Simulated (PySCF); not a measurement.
**SiH4O2F4 (cis-Si(H2O)2F4): levels of theory compared**

Aim: a comparison of 6 runs (HF/3-21G, HF/def2-SVP, B3LYP/6-31G*, B2PLYP/6-311G**, r2SCAN/6-311+G**, CCSD(T)/6-31G*) of SiH4O2F4 (cis-Si(H2O)2F4). The job is set up through a Python script.

The results are computed with PySCF 2.14.0.

**1. The structure to begin with**

SiH4O2F4: 11 atoms, total charge 0, spin state singlet. SMILES: `O->[Si](<-O)(F)(F)(F)F`. Geometry: relaxed at GFN1-xTB.

Bond lengths: Si1–F5 1.620 Å, Si1–F9 1.620 Å, Si1–F10 1.631 Å, Si1–F11 1.631 Å, O2–H3 0.961 Å, O2–H4 0.961 Å, O6–H7 0.960 Å, O6–H8 0.960 Å. Angles: F5–Si1–F9 103.2°, F5–Si1–F10 97.6°, F5–Si1–F11 97.6°, F9–Si1–F10 97.4°, F9–Si1–F11 97.4°, F10–Si1–F11 155.7°, H3–O2–H4 108.4°, H7–O6–H8 108.5°.

**2. Energy and gradient at HF/3-21G (run 1)**

Contents of input.xyz:

```xyz
11

Si    -0.462950    -0.002760    -0.466080
O     -0.367220    -0.009050     1.710130
H     -0.861150    -0.817810     1.867370
H     -0.952240     0.737680     1.861070
F     -0.279270     0.004700    -2.075210
O      1.703820     0.024940    -0.367760
H      1.859580     0.822900    -0.878840
H      1.876160    -0.734840    -0.929450
F     -2.072140    -0.023890    -0.277890
F     -0.242790     1.593600    -0.215740
F     -0.201820    -1.595470    -0.227600
```

Contents of run.py:

```python
import pyscf.grad
from pyscf import gto, scf

mol = gto.Mole()
mol.atom = 'input.xyz'
mol.verbose = 3
mol.basis = '3-21g'
mol.max_memory = 1860
mol.charge = 0
mol.spin = 0
mol.build()

mf = scf.RHF(mol)
mf.conv_tol = 1e-10
mf.kernel()
if not mf.converged:
    mf = mf.newton().run(mf.mo_coeff, mf.mo_occ)

e_tot = mf.e_tot
print('Final energy', e_tot)
grad = mf.Gradients().kernel()
dip = mf.dip_moment()
pop, q = mf.mulliken_pop()
```

On the command line:

```console
$ OMP_NUM_THREADS=1 python run.py
```

The log of the run:

```text
converged SCF energy = -834.507503613755
Final energy -834.5075036137553
[... 8 lines left out ...]
Dipole moment(X, Y, Z, Debye):  2.38077, -0.01231,  2.29069
[... 87 lines left out ...]
charge of   10F =     -0.56309
```

It took 7.8 s on 1 thread of Intel Xeon at 2.50GHz (Skylake/Cascade Lake), shared host; peak memory 0.15 GiB.

**3. Energy and gradient at HF/def2-SVP (run 2)**

Contents of job.py:

```python
import pyscf.grad
from pyscf import gto, scf

system = gto.M(
    atom='''
Si      -0.462950      -0.002760      -0.466080
O       -0.367220      -0.009050       1.710130
H       -0.861150      -0.817810       1.867370
H       -0.952240       0.737680       1.861070
F       -0.279270       0.004700      -2.075210
O        1.703820       0.024940      -0.367760
H        1.859580       0.822900      -0.878840
H        1.876160      -0.734840      -0.929450
F       -2.072140      -0.023890      -0.277890
F       -0.242790       1.593600      -0.215740
F       -0.201820      -1.595470      -0.227600
''',
    verbose=3,
    spin=0,
    max_memory=1860,
    basis='def2-svp',
    charge=0,
)

mf = scf.RHF(system)
mf.conv_tol = 1e-10
mf.kernel()
if not mf.converged:
    mf = mf.newton().run(mf.mo_coeff, mf.mo_occ)

energy = mf.e_tot
print('E(%s) = %.9f' % ('HF', energy))
grad = mf.Gradients().kernel()
mf.analyze()
```

On the command line:

```console
$ OMP_NUM_THREADS=1 python job.py
```

The log of the run:

```text
converged SCF energy = -838.467075721619
[... 26 lines left out ...]
MO #17  energy= -1.41291703134052  occ= 2
[... 20 lines left out ...]
MO #38  energy= 0.227903253709578  occ= 0
[... 20 lines left out ...]
MO #59  energy= 1.18754414244621   occ= 0
[... 20 lines left out ...]
MO #80  energy= 1.85407822117385   occ= 0
[... 20 lines left out ...]
MO #101 energy= 3.44810943687858   occ= 0
[... 20 lines left out ...]
MO #122 energy= 4.20038524566839   occ= 0
[... 12 lines left out ...]
Dipole moment(X, Y, Z, Debye):  2.52393, -0.00403,  2.44047
```

Run time: 39 s. Hardware: 1 thread of Intel Xeon at 2.50GHz (Skylake/Cascade Lake), shared host; peak memory 0.33 GiB.

**4. Energy and gradient at B3LYP/6-31G(d) (spherical functions) (run 3)**

Contents of calc.py:

```python
from pyscf import gto, dft

molecule = gto.M(
    atom=[
    ('Si', (-0.462950, -0.002760, -0.466080)),
    ('O', (-0.367220, -0.009050, 1.710130)),
    ('H', (-0.861150, -0.817810, 1.867370)),
    ('H', (-0.952240, 0.737680, 1.861070)),
    ('F', (-0.279270, 0.004700, -2.075210)),
    ('O', (1.703820, 0.024940, -0.367760)),
    ('H', (1.859580, 0.822900, -0.878840)),
    ('H', (1.876160, -0.734840, -0.929450)),
    ('F', (-2.072140, -0.023890, -0.277890)),
    ('F', (-0.242790, 1.593600, -0.215740)),
    ('F', (-0.201820, -1.595470, -0.227600)),
],
    max_memory=1860,
    verbose=4,
    spin=0,
    basis='6-31g*',
)

myscf = dft.RKS(molecule, xc='b3lyp')
myscf.conv_tol = 1e-10
myscf.grids.level = 5
myscf.kernel()
if not myscf.converged:
    myscf = myscf.newton().run(myscf.mo_coeff, myscf.mo_occ)

energy = myscf.e_tot
print(f'total energy: {energy:.8f} hartree')
grad = myscf.nuc_grad_method().kernel()
dip = myscf.dip_moment()
pop, q = myscf.mulliken_pop()
```

On the command line:

```console
$ OMP_NUM_THREADS=1 python calc.py
```

The log of the run:

```text
PySCF version 2.14.0

[... 79 lines left out ...]
converged SCF energy = -841.934387258184
total energy: -841.93438726 hartree
[... 12 lines left out ...]
Dipole moment(X, Y, Z, Debye):  2.32563, -0.00448,  2.24939
[... 122 lines left out ...]
charge of   10F =     -0.43045
```

Wall time 1.9 min (1 thread of Intel Xeon at 2.50GHz (Skylake/Cascade Lake), shared host); peak memory 1.1 GiB.

Runs 4 to 5 aren't shown in full; the table further down has their settings and results.

**5. The energy at CCSD(T)/6-31G(d) (spherical functions) (run 6)**

Contents of job.py:

```python
from pyscf import gto, cc

mol = gto.Mole()
mol.atom = '''
Si    -0.462950    -0.002760    -0.466080
O     -0.367220    -0.009050     1.710130
H     -0.861150    -0.817810     1.867370
H     -0.952240     0.737680     1.861070
F     -0.279270     0.004700    -2.075210
O      1.703820     0.024940    -0.367760
H      1.859580     0.822900    -0.878840
H      1.876160    -0.734840    -0.929450
F     -2.072140    -0.023890    -0.277890
F     -0.242790     1.593600    -0.215740
F     -0.201820    -1.595470    -0.227600
'''
mol.charge = 0
mol.spin = 0
mol.basis = '6-31g*'
mol.max_memory = 1860
mol.verbose = 4
mol.build()

hf = mol.RHF()
hf.conv_tol = 1e-10
hf.kernel()
if not hf.converged:
    hf = hf.newton().run(hf.mo_coeff, hf.mo_occ)

mycc = cc.CCSD(hf, frozen=11)
mycc.kernel()
e_t = mycc.ccsd_t()
energy = mycc.e_tot + e_t
print(f'total energy: {energy:.8f} hartree')
dip = hf.dip_moment()
pop, q = hf.mulliken_pop()
```

On the command line:

```console
$ OMP_NUM_THREADS=1 python job.py
```

The log of the run:

```text
PySCF version 2.14.0

[... 65 lines left out ...]
converged SCF energy = -838.963155602107
[... 12 lines left out ...]
Init t2, MP2 energy = -840.113194843961  E_corr(MP2) -1.15003924185433
[... 11 lines left out ...]
CCSD converged
[... 2 lines left out ...]
total energy: -840.15074453 hartree
Dipole moment(X, Y, Z, Debye):  2.31689, -0.00642,  2.23378
[... 122 lines left out ...]
charge of   10F =     -0.56033
```

It took 4 min on 1 thread of Intel Xeon at 2.50GHz (Skylake/Cascade Lake), shared host; peak memory 1.1 GiB.

**6. All runs side by side**

| run | level | integration grid | task | energy (Eh) | dipole moment (D) of the reference | HOMO energy (eV) | LUMO energy (eV) | wall time |
| --- | --- | --- | --- | --- | --- | --- | --- | --- |
| 1 | HF/3-21G | – | gradient | -834.507504 | 3.30 | -15.52 | 5.25 | 7.8 s |
| 2 | HF/def2-SVP | – | gradient | -838.467076 | 3.51 | -15.68 | 3.98 | 39 s |
| 3 | B3LYP/6-31G* (spherical functions) | 5 | gradient | -841.934387 | 3.24 | -9.76 | 0.58 | 1.9 min |
| 4 | B2PLYP/6-311G** | 5 | energy | -841.641364 | 3.43 | -12.49 | 1.18 | 1.7 min |
| 5 | r2SCAN/6-311+G** | 5 | gradient | -841.916699 | 3.48 | -9.28 | -0.80 | 5.8 min |
| 6 | CCSD(T)/6-31G* (spherical functions) | – | energy | -840.150745 | 3.22 | -15.49 | 4.67 | 4 min |

**7. Results**

| quantity | value |
| --- | --- |
| run 6: total energy | -840.15074 Eh |
| run 6: dipole moment (Hartree–Fock density) | 3.22 D |
| run 6: HOMO energy (Hartree–Fock orbitals) | -15.49 eV |
| run 6: LUMO energy (Hartree–Fock orbitals) | 4.67 eV |
| run 6: HOMO–LUMO gap (Hartree–Fock orbitals) | 20.16 eV |
| run 6: correlation energy (11 core orbitals frozen) | -1187.6 mEh |
| run 6: (T) correction | -18.33 mEh |
| run 6: T1 diagnostic | 0.011 |

In words: Over runs 1, 2, 3, 4, 5 the dipole moment (its size) runs from 3.24 D (B3LYP/6-31G*) to 3.51 D (HF/def2-SVP). The two ends differ in method and basis. Over runs 1, 2, 3, 4, 5 the HOMO–LUMO gap runs from 8.48 eV (r2SCAN/6-311+G**) to 20.77 eV (HF/3-21G). Totals of different functionals can't be ranked against each other. All runs together took 14 min, the longest 5.8 min.
